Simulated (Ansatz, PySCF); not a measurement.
# TlI3 in two programs

TlI3 (singlet), relaxed with PySCF 2.14.0, RKS PBE, Tl def2-SVP with ECP60, I def2-SVP with ECP28; non-relativistic Hamiltonian with scalar-relativistic core potentials where named; density fitting; no spin-orbit coupling:

```xyz
4

Tl    0.0898    0.0000    0.0000
I    -1.2880    0.0000    2.3916
I    -1.2880    0.0000   -2.3916
I     2.8518    0.0000    0.0000
```

There the HOMO–LUMO gap is 1.86 eV. 

The same geometry by Ansatz 0.2.0 (PBE, PAW, a periodic box with 9 Å of vacuum):

```tsv
spin-orbit coupling	gap (eV)	largest force component (eV/Å)
without	1.94	0.18
```

Q: What does the run with spin-orbit coupling give?

A: gap (eV): 1.79, largest force component (eV/Å): 0.15. It took 35 s on 2 threads of Arm Neoverse V1, on a shared host, peak memory 2.3 GiB.

The spin-orbit runs use fully relativistic datasets of their own, so changes of a few hundredths of an eV needn't come from the coupling.
